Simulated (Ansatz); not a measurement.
**C12H16HfO2: how energies converge with the basis set**

One table from this session's results is given with a row withheld; the runs are named, their logs left out.

Program: Ansatz 0.2.0, Gaussian basis. Level of theory: one geometry, several basis sets. These are calculated values, not measurements.

The runs, in order: PBE0-D4/def2-SVP; ωB97M-V/def2-SVP; PBE0-D4/def2-QZVPP; ωB97M-V/def2-QZVPP; the functionals' def2-TZVPP values are taken from earlier runs.

### The relaxed structure

The geometry comes from an earlier relaxation with PBE0-D4 in a triple-zeta def2 set; it is a stationary point, not always the lowest conformer. Hf takes the def2 core potential; no spin-orbit term is included.

SMILES `C[C@@]12[C@H]3[C@H]4[C@H]5[C@@H]1[Hf]45321678([OH])([OH])[C@@H]2[C@H]1[C@H]6[C@@]7(C)[C@@H]28`, 31 atoms, charge 0, spin multiplicity 1.

Atoms are counted from 1 here; the program's logs count them from 0.

Bond lengths: C1–C2 1.490 Å, C1–H16 1.092 Å, C1–H17 1.094 Å, C1–H18 1.092 Å, C2–C3 1.417 Å, C2–C6 1.409 Å, C2–Hf7 2.578 Å, C3–C4 1.407 Å, C3–Hf7 2.545 Å, C3–H19 1.080 Å, C4–C5 1.413 Å, C4–Hf7 2.527 Å, C4–H20 1.080 Å, C5–C6 1.413 Å, C5–Hf7 2.515 Å, C5–H21 1.080 Å, C6–Hf7 2.551 Å, C6–H22 1.081 Å and more. Angles: C2–C1–H16 111.2°, C2–C1–H17 110.8°, C2–C1–H18 110.5°, H16–C1–H17 107.6°, H16–C1–H18 108.3°, H17–C1–H18 108.4°, C1–C2–C3 126.0°, C1–C2–C6 127.1°, C1–C2–Hf7 120.0°, C3–C2–C6 106.9°, C3–C2–Hf7 72.7°, C6–C2–Hf7 73.0°, C2–C3–C4 108.7°, C2–C3–Hf7 75.2°, C2–C3–H19 125.1°, C4–C3–Hf7 73.2°, C4–C3–H19 126.1°, Hf7–C3–H19 116.5° and more.

The first run:

File in.yaml:

```yaml
crystal:
  periodic: [false, false, false]
  atoms:
    - {symbol: C, position_ang: [-2.407923, 2.147366, 1.569346]}
    - {symbol: C, position_ang: [-1.160914, 2.178692, 0.754153]}
    - {symbol: C, position_ang: [0.163464, 2.183535, 1.258527]}
    - {symbol: C, position_ang: [1.059176, 2.239150, 0.175071]}
    - {symbol: C, position_ang: [0.299502, 2.241674, -1.016866]}
    - {symbol: C, position_ang: [-1.064528, 2.217065, -0.650784]}
    - {symbol: Hf, position_ang: [-0.048262, -0.026320, 0.013801]}
    - {symbol: O, position_ang: [-1.479771, -0.694104, -1.205935]}
    - {symbol: O, position_ang: [-0.796016, -0.535005, 1.792856]}
    - {symbol: C, position_ang: [2.219635, -0.469094, -1.008522]}
    - {symbol: C, position_ang: [2.308677, -0.836284, 0.353404]}
    - {symbol: C, position_ang: [1.503553, -1.982282, 0.537447]}
    - {symbol: C, position_ang: [0.899361, -2.319268, -0.689678]}
    - {symbol: C, position_ang: [-0.023948, -3.458516, -0.954376]}
    - {symbol: C, position_ang: [1.342537, -1.368213, -1.642323]}
    - {symbol: H, position_ang: [-3.284259, 1.970248, 0.942757]}
    - {symbol: H, position_ang: [-2.557462, 3.099375, 2.086792]}
    - {symbol: H, position_ang: [-2.355490, 1.353672, 2.317368]}
    - {symbol: H, position_ang: [0.431080, 2.123820, 2.303525]}
    - {symbol: H, position_ang: [2.136405, 2.264263, 0.243371]}
    - {symbol: H, position_ang: [0.687619, 2.274639, -2.024470]}
    - {symbol: H, position_ang: [-1.898631, 2.213781, -1.337911]}
    - {symbol: H, position_ang: [-2.342850, -0.286136, -1.261907]}
    - {symbol: H, position_ang: [-0.858409, -1.442834, 2.086841]}
    - {symbol: H, position_ang: [2.725741, 0.360835, -1.478391]}
    - {symbol: H, position_ang: [2.897888, -0.343639, 1.113093]}
    - {symbol: H, position_ang: [1.363155, -2.507062, 1.471677]}
    - {symbol: H, position_ang: [0.467792, -4.223462, -1.562171]}
    - {symbol: H, position_ang: [-0.912526, -3.114131, -1.487302]}
    - {symbol: H, position_ang: [-0.344244, -3.930819, -0.023673]}
    - {symbol: H, position_ang: [1.029667, -1.330937, -2.675742]}
basis:
  gaussian: {orbitals: def2-SVP}
hamiltonian: {xc: pbe0, dispersion: d4}
output: {orbitals: {seedname: orbitals}}
```

Started as:

```sh
$ ansatz run in.yaml --threads 11 --pin off --events-out ev --progress --plain --max-ram 174080MiB --backend cuda --devices 0, --max-vram 75GiB
```

Steps of the session up to this table: PBE0-D4 in def2-SVP; ωB97M-V in def2-SVP; PBE0-D4 in def2-QZVPP; ωB97M-V in def2-QZVPP.

One of the session's tables, all rows but one given; the rest of the session is left out.

```
functional       basis  HOMO (eV)  LUMO (eV)
   PBE0-D4    def2-SVP          ?          ?
   PBE0-D4  def2-TZVPP      -6.34      -0.09
   PBE0-D4  def2-QZVPP      -6.36      -0.14
   ωB97M-V    def2-SVP      -8.42       1.92
   ωB97M-V  def2-TZVPP      -8.38       1.36
   ωB97M-V  def2-QZVPP      -8.39       0.93
```

Q: Estimate the row for PBE0-D4, def2-SVP from the others.

**Answer.** HOMO (eV): -6.38; LUMO (eV): -0.04. In the column «HOMO (eV)» it lies between ωB97M-V, def2-TZVPP (-8.38) and PBE0-D4, def2-QZVPP (-6.36).
